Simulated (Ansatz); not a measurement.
# NbAs: pressure up to the limit of the methods

An exercise on one series of results from a longer session: the logs are not shown, and one member is left open.

Method: DFT, PBEsol, PAW with Ansatz's default frozen-core files, scalar-relativistic, in Ansatz 0.2.0.

## The system as given

Symmetry: Pm-3m, No. 221, cubic system. The conventional cell has a = 3.016 Å, b = 3.016 Å, c = 3.016 Å, α = 90.00°, β = 90.00°, γ = 90.00°. Nb (site symmetry m-3m) is surrounded by 8 As at 2.61 Å. As (site symmetry m-3m) has 8 Nb at 2.61 Å in its first shell of neighbours.

Structure file:

```cif
data_structure
_symmetry_space_group_name_H-M 'Pm-3m'
_symmetry_Int_Tables_number 221
_cell_length_a 3.0160
_cell_length_b 3.0160
_cell_length_c 3.0160
_cell_angle_alpha 90.000
_cell_angle_beta 90.000
_cell_angle_gamma 90.000
_cell_volume 27.43
loop_
_atom_site_label
_atom_site_type_symbol
_atom_site_symmetry_multiplicity
_atom_site_Wyckoff_symbol
_atom_site_fract_x
_atom_site_fract_y
_atom_site_fract_z
_atom_site_occupancy
Nb1 Nb 1 a 0.00000 0.00000 0.00000 1
As1 As 1 b 0.50000 0.50000 0.50000 1
```

The file gives the conventional cell by its symmetry; the runs use the cell typed in the input.

Whether this phase is the stable one at these pressures isn't tested.

Atoms are numbered in the order of the input: Nb1, As2.

Set-up of the first run:

Input file input.yaml:

```yaml
crystal:
  lattice:
    - [3.015960773, 0.0, 0.0]
    - [0.0, 3.015960773, 0.0]
    - [0.0, 0.0, 3.015960773]
  atoms:
    - { symbol: Nb, position: [0.0, 0.0, 0.0] }
    - { symbol: As, position: [0.5, 0.5, 0.5] }
kpoints:
  mp_grid: { grid: [13, 13, 13] }
scf:
  occupations: { method: fermi_dirac, width: 0.1 }
hamiltonian:
  xc: pbesol
  pseudopotentials: { kind: paw }
output:
  forces: true
  stress: true
relax:
  f_tol: 0.005
  max_steps: 40
  cell: {}
```

On the command line:

```console
> ansatz run input.yaml --threads 1 --pin off --max-ram 2048MiB --backend cpu --events-out ev --progress --plain --runs-dir out
```

Among the steps run: Cell relaxed at zero pressure, PAW; Volume scaled by 1, PAW; Volume scaled by 0.95, PAW; Volume scaled by 0.85, PAW; Volume scaled by 0.75, PAW; Volume scaled by 0.65, PAW; Volume scaled by 0.55, PAW; Volume scaled by 0.45, PAW; Volume scaled by 0.4, PAW; Volume scaled by 0.4, PAW (cutoff 1000 eV).

One table of the session follows, with a row left open; its other results are not shown here.

| method | volume over the first | volume (Å³/atom) | pressure (GPa) |
| --- | --- | --- | --- |
| PAW | 1 | 16.090 | 0.00 |
| PAW | 0.95 | 15.286 | 10.46 |
| PAW | 0.85 | ? | ? |
| PAW | 0.75 | 12.068 | 97.61 |
| PAW | 0.65 | 10.459 | 197.73 |
| PAW | 0.55 | 8.850 | 386.69 |
| PAW | 0.45 | 7.241 | 770.83 |
| PAW | 0.4 | 6.436 | 1119.39 |
| PAW (cutoff 1000 eV) | 0.4 | 6.436 | 1119.23 |

**Question.** Estimate the row for PAW, 0.85.

**Answer.** volume (Å³/atom): 13.677; pressure (GPa): 42.18. In the column «volume (Å³/atom)» it lies between PAW, 0.75 (12.068) and PAW, 0.95 (15.286).

Caveats from the session: At pressures up to 1119 GPa the PAW spheres may overlap and frozen cores may not hold, so those PAW values are rough without an all-electron check.
